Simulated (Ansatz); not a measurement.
**CH9BSi3: basis-set convergence**

An exercise on one series of results from a longer session: the logs are not shown, and one member is left open.

Method: one geometry, several basis sets; program: Ansatz 0.2.0, Gaussian basis.

The runs, in order: PBE0-D4/def2-SVP; ωB97M-V/def2-SVP; PBE0-D4/def2-QZVPP; ωB97M-V/def2-QZVPP; the functionals' def2-TZVPP values are taken from earlier runs.

**The relaxed structure**

All runs share one geometry, relaxed beforehand with PBE0-D4 in a triple-zeta def2 set.

14 atoms, charge 0, spin multiplicity 1.

Atoms are counted from 1 here; the program's logs count them from 0.

Bond lengths: Si1–Si2 2.345 Å, Si1–H6 1.488 Å, Si1–H7 1.488 Å, Si1–H8 1.488 Å, Si2–B3 1.978 Å, Si2–H9 1.493 Å, Si2–H10 1.491 Å, B3–C4 1.489 Å, B3–Si5 1.905 Å, C4–Si5 2.022 Å, C4–H11 1.089 Å, C4–H12 1.094 Å, Si5–H13 1.480 Å, Si5–H14 1.486 Å. Angles: Si2–Si1–H6 110.3°, Si2–Si1–H7 110.8°, Si2–Si1–H8 110.3°, H6–Si1–H7 108.5°, H6–Si1–H8 108.4°, H7–Si1–H8 108.4°, Si1–Si2–B3 106.8°, Si1–Si2–H9 108.2°, Si1–Si2–H10 107.6°, B3–Si2–H9 113.8°, B3–Si2–H10 112.0°, H9–Si2–H10 108.3°, Si2–B3–C4 135.9°, Si2–B3–Si5 138.7°, C4–B3–Si5 71.9°, B3–C4–Si5 63.6°, B3–C4–H11 123.0°, B3–C4–H12 124.3° and more.

Set-up of the first run:

File in.yaml:

```yaml
crystal:
  periodic: [false, false, false]
  atoms:
    - {symbol: Si, position_ang: [-2.105546, 1.465197, 1.086024]}
    - {symbol: Si, position_ang: [-0.619765, 1.061034, -0.683007]}
    - {symbol: B, position_ang: [0.473649, -0.502652, -0.163445]}
    - {symbol: C, position_ang: [0.756680, -1.847358, -0.737229]}
    - {symbol: Si, position_ang: [2.299353, -0.920609, 0.184480]}
    - {symbol: H, position_ang: [-1.354058, 1.720270, 2.344620]}
    - {symbol: H, position_ang: [-2.960615, 2.648862, 0.797829]}
    - {symbol: H, position_ang: [-2.989903, 0.287096, 1.298366]}
    - {symbol: H, position_ang: [-1.420731, 0.850694, -1.924775]}
    - {symbol: H, position_ang: [0.209985, 2.286324, -0.862978]}
    - {symbol: H, position_ang: [0.453048, -2.138702, -1.741111]}
    - {symbol: H, position_ang: [1.021006, -2.727596, -0.143058]}
    - {symbol: H, position_ang: [2.806766, -1.980472, 1.083948]}
    - {symbol: H, position_ang: [3.417231, -0.231188, -0.510864]}
basis:
  gaussian: {orbitals: def2-SVP}
hamiltonian: {xc: pbe0, dispersion: d4}
output: {orbitals: {seedname: orbitals}}
```

Launch:

```sh
$ ansatz run in.yaml --threads 4 --pin off --events-out ev --progress --plain --max-ram 10444MiB
```

Among the steps run: PBE0-D4 in def2-SVP; ωB97M-V in def2-SVP; PBE0-D4 in def2-QZVPP; ωB97M-V in def2-QZVPP.

One of the session's tables, all rows but one given; the rest of the session is left out.

It belongs to the step «Density functionals: the series». 

```
functional       basis  HOMO (eV)  LUMO (eV)
   PBE0-D4    def2-SVP      -6.88      -1.95
   PBE0-D4  def2-TZVPP      -6.86      -1.98
   PBE0-D4  def2-QZVPP          ?          ?
   ωB97M-V    def2-SVP      -8.89       0.02
   ωB97M-V  def2-TZVPP      -8.89      -0.08
   ωB97M-V  def2-QZVPP      -8.90      -0.11
```

Estimate the missing values for PBE0-D4, def2-QZVPP.

The run gave: HOMO (eV): -6.86; LUMO (eV): -2.00.
